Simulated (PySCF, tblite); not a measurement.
**C7H10ClN3: geometry, infrared bands and NMR shifts**

Wanted: the infrared bands and NMR shifts of C7H10ClN3 (`Clc1nncn1C1CCCC1`), by calculation.

The runs use tblite 0.8.0 and PySCF 2.14.0, with density-fitted response routines of our own; the level of theory stands in each step. All values are computed, except where a source is named. Atoms are numbered from 0 throughout.

## 1. Starting geometry

21 atoms, charge 0, multiplicity 1; geometry from: force field or distance geometry start.

Bonds of the start (Å): Cl0–C1 1.76, C1–N2 1.37, N2–N3 1.33, N3–C4 1.34, C4–N5 1.36, N5–C6 1.44, C6–C7 1.49, C7–C8 1.50, C8–C9 1.49, C9–C10 1.52, N5–C1 1.34, C10–C6 1.52, C4–H11 1.09, C6–H12 1.10, C7–H13 1.14, C7–H14 1.10, C8–H15 1.13, C8–H16 1.12, C9–H17 1.11, C9–H18 1.12, C10–H19 1.13, C10–H20 1.10.

## 2. Optimising the geometry with GFN2-xTB

What the job is given:

```
{"job": {"kind": "relax", "xc": "GFN2-xTB", "basis": "xTB"}, "charge": 0, "multiplicity": 1}
Cl     2.208200    -2.671800    -0.392900
C      2.279700    -0.977200     0.065000
N      3.352400    -0.464000     0.745000
N      3.138500     0.835100     0.953300
C      1.935600     1.109400     0.431600
N      1.385900     0.002900    -0.133000
C      0.118100    -0.096900    -0.804900
C     -0.731100     1.124000    -0.735200
C     -1.784200     0.863600     0.305200
C     -1.795200    -0.594500     0.623600
C     -0.650800    -1.229300    -0.142200
H      1.517600     2.115800     0.468600
H      0.334200    -0.441600    -1.824200
H     -1.295200     1.205100    -1.718100
H     -0.213100     2.081100    -0.609500
H     -2.792300     1.139600    -0.132800
H     -1.696100     1.514400     1.207800
H     -2.739300    -1.036100     0.247300
H     -1.638500    -0.769700     1.722000
H      0.052800    -1.717200     0.598600
H     -0.996000    -1.975800    -0.875500
```

Run with:

```sh
OMP_NUM_THREADS=1 python probes_run.py task.json out
```

One launch serves the whole session: the jobs run in the order shown.

**Question.** This job is followed by: GFN2-xTB harmonic vibrations, gas phase; GIAO PBE0/pcSseg-1 NMR shielding, non-relativistic, gas phase. Predict these results of the whole session: strongest single infrared mode (GFN2-xTB); zero-point energy (GFN2-xTB); 13C shifts against TMS (PBE0/pcSseg-1, means over atoms taken as alike); 1H shifts against TMS (PBE0/pcSseg-1, means over atoms taken as alike); 35Cl shifts against HCl (PBE0/pcSseg-1); 15N shifts against NH3 (PBE0/pcSseg-1); surface potential, 1st and 99th percentile.

**Answer**, as computed:

| quantity | value |
| --- | --- |
| strongest single infrared mode (GFN2-xTB) | 1486 cm⁻¹, 110 km/mol |
| zero-point energy (GFN2-xTB) | 105.7 kcal/mol |
| 13C shifts against TMS (PBE0/pcSseg-1, means over atoms taken as alike) | 148.7, 143.2, 54.7, 40.6, 31.1 ppm |
| 1H shifts against TMS (PBE0/pcSseg-1, means over atoms taken as alike) | 7.93, 4.56, 2.40, 1.95, 1.75, 1.68 ppm |
| 35Cl shifts against HCl (PBE0/pcSseg-1) | 158 ppm |
| 15N shifts against NH3 (PBE0/pcSseg-1) | 371.9, 355.0, 220.8 ppm |
| surface potential, 1st and 99th percentile | -2.18 V and 1.43 V |

In words: Relaxing lowered the energy by 0.916 eV in 144 steps; the close pair that moved most is C1–N2, from 1.370 to 1.300 Å. All 57 modes are real, so the xTB geometry is a minimum. GFN2-xTB is a fitted tight-binding method: band positions and strengths are rough. Its intensities can rank the bands wrongly. At PBE0/pcSseg-1: Shielding is most anisotropic at N3 (span 558 ppm, paramagnetic term -433 ppm). NICS(1)zz of -27 ppm above the planar ring from C1 marks a diatropic (aromatic) ring current.
